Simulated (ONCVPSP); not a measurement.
# Co: generating and testing an ONCV potential

Aim: build the potential from the settings below, then test how well it stands in for the atom: other configurations, scattering, ghost states and the plane-wave cutoff that it needs.

Program: ONCVPSP 4.0.1. Reference atom: PBE, scalar-relativistic, spherical and spin-unpolarised. All values are calculated.

## Step 1: The design

Typed settings, in words:

| Quantity | Value |
| --- | --- |
| element | cobalt (Co, Z = 27) |
| type | optimised norm-conserving Vanderbilt (ONCV) |
| frozen core | [Ne] 3s2 |
| valence charge | 15 |
| reference configuration | 3p6 3d7 4s2 |
| partial waves | 4s: rc 2.35 bohr, ncon 3, nbas 6, qcut 2.3 1/bohr, 1 projector; 3p: rc 1.30 bohr, ncon 4, nbas 8, qcut 12.2 1/bohr, local; 3d: rc 1.35 bohr, ncon 4, nbas 9, qcut 13.7 1/bohr, 1 projector |
| local potential | the p channel |
| core correction | Teter function, fcfact 4.75, rcfact 1.65 |

The nodes and maxima of the atom's own shells, from an earlier all-electron run, set the scale for the radii.

All-electron outer shells of the reference configuration (PBE, scalar-relativistic, ld1.x):

```json
{"shell": "3s", "level (eV)": "-102.40", "outermost node (bohr)": "0.31", "outermost maximum (bohr)": "0.66"}
{"shell": "3p", "level (eV)": "-65.64", "outermost node (bohr)": "0.28", "outermost maximum (bohr)": "0.68"}
{"shell": "3d", "level (eV)": "-8.20", "outermost node (bohr)": "–", "outermost maximum (bohr)": "0.66"}
{"shell": "4s", "level (eV)": "-5.47", "outermost node (bohr)": "0.96", "outermost maximum (bohr)": "2.32"}
{"shell": "4p", "level (eV)": "-1.28", "outermost node (bohr)": "1.05", "outermost maximum (bohr)": "3.25"}
```

## Step 2: The generation run

Input file Co.dat:

```
# ATOM AND REFERENCE CONFIGURATION
# atsym  z   nc   nv     iexc    psfile
  Co 27.00    4    3        4      upf
#
#   n    l    f
    1    0    2.00
    2    0    2.00
    2    1    6.00
    3    0    2.00
    3    1    6.00
    3    2    7.00
    4    0    2.00
#
# PSEUDOPOTENTIAL AND OPTIMIZATION
# lmax
    2
#
#   l,   rc,      ep,       ncon, nbas, qcut
    0    2.35    0.00    3    6    2.30
    1    1.30    0.00    4    8   12.20
    2    1.35    0.00    4    9   13.70
#
# LOCAL POTENTIAL
# lloc, lpopt,  rc(5),   dvloc0
    1    5    1.30    0.00
#
# VANDERBILT-KLEINMAN-BYLANDER PROJECTORs
# l, nproj, debl
    0    1    3.20
    1    0    0.40
    2    1    1.00
#
# MODEL CORE CHARGE
# icmod, fcfact, rcfact
    3    4.75    1.65
#
# LOG DERIVATIVE ANALYSIS
# epsh1, epsh2, depsh
   -4.00    5.00    0.02
#
# OUTPUT GRID
# rlmax, drl
    6.00    0.01
#
# TEST CONFIGURATIONS
# ncnf
    4
# nvcnf
#   n    l    f
    3
    3    1    6.00
    3    2    7.00
    4    0    1.00
#
    3
    3    1    6.00
    3    2    7.00
    4    0    0.00
#
    3
    3    1    6.00
    3    2    6.00
    4    0    0.00
#
    3
    3    1    6.00
    3    2    7.00
    4    0    1.50
#
```

Launch:

```console
oncvpsp.x < Co.dat > Co.out
```

Q: Predict the outcome of this session. Wanted: cutoffs for 1 and 0.1 mHa per electron, occupied waves; bound ghosts; GHOST(+) flags; largest test error; largest phase difference near zero energy, channels read; rms error of d²Exc/dn², without and with the model core.

The runs gave:

| quantity | value |
| --- | --- |
| cutoffs for 1 and 0.1 mHa per electron, occupied waves | 64 Ha and 73 Ha |
| bound ghosts | s at -94.33 eV |
| GHOST(+) flags | none at low energy |
| largest test error (AE − PS) | -71 meV, for 3p6 3d6 4s0 |
| largest phase difference near zero energy, channels read | 0.018 rad |
| rms error of d²Exc/dn², without and with the model core | 3.76 and 1.39 mHa |

In words: It has a bound ghost (s), a state that the atom doesn't have, and that rules the file out. The worst unpolarised test, 3p6 3d6 4s0, is off by 71 meV on 61.7 eV; by total energies transferability rates as fair. That test lies far up in energy; among those under 40 eV, nearer to bonding, the largest error is 29 meV. It counts as hard, with 64 Ha needed at the looser tolerance. At the looser tolerance the 3d wave is the slowest; 3p needs 40 Ha. Near zero energy the phases of the channels with partial waves that could be evaluated agree within 0.018 rad.
